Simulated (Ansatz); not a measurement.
# CdS (Hawleyite): the cost of one run

Program: the Python package of Ansatz 0.2.0. The levels of theory stand in the script. These are calculated values, not measurements.

**1. The system**

It takes space group F-43m (No. 216, cubic). Conventional cell: a = 5.833 Å, b = 5.833 Å, c = 5.833 Å, α = 90.00°, β = 90.00°, γ = 90.00°. Around Cd (site symmetry -43m) lie 4 S at 2.53 Å. S (site symmetry -43m) is surrounded by 4 Cd at 2.53 Å.

The script holds or builds the structure itself.

**2. The script**

The input, lattice.py:

```python
# -*- coding: utf-8 -*-
'''Relaxed cell of CdS under several functionals.'''

import warnings

import ansatz as az
from ase import Atoms
import numpy as np

def edges_and_angles(cell):
    cell = np.asarray(cell)
    a, b, c = np.linalg.norm(cell, axis=1)
    cosines = cell[1] @ cell[2] / (b * c), cell[0] @ cell[2] / (a * c), cell[0] @ cell[1] / (a * b)
    return (a, b, c, *np.degrees(np.arccos(cosines)))

warnings.simplefilter('ignore', az.DeckWarning)

atoms = Atoms(
    ['Cd', 'S'],
    scaled_positions=[
        [0.0, 0.0, 0.0],
        [0.25, 0.25, 0.25],
    ],
    cell=[
        [0.0, 2.9165, 2.9165],
        [2.9165, 0.0, 2.9165],
        [2.9165, 2.9165, 0.0],
    ],
    pbc=True,
)
system = az.Crystal.from_ase(atoms)

base = (
    system.calculation()
    .basis(21 * az.Ha)
    .kpoints(6)
    .occupations(az.OccupationsMethod.FIXED)
    .relax(cell=True, max_steps=100)
)

levels = [('r2scan', 'none'), ('r2scan', 'rvv10'), ('pbe', 'd3bj'), ('pbe', 'none')]
print('level            a       b       c    alpha   beta  gamma  V/atom  steps')
for name, dispersion in levels:
    seen = []
    run = base.functional(name, dispersion=dispersion).session().plan()
    done = run.execute(on_event=lambda e: seen.append(e) if e['event'] == 'relax_step' else None)
    cell = done.lattice.cell_ang
    label = name if dispersion == 'none' else f'{name}+{dispersion}'
    print('{:13s} {:7.4f} {:7.4f} {:7.4f} {:6.2f} {:6.2f} {:6.2f}'.format(label, *edges_and_angles(cell)), f'{abs(np.linalg.det(cell)) / len(done.lattice.sites):7.3f} {len(seen):5d}')
```

**3. Launch**

Run with:

```bash
$ python lattice.py
```

**Question.** How long does this script take on 1 thread of Arm Neoverse V2, shared host, and how much memory does it need?

About 40 s, with a peak of 0.7 GiB.
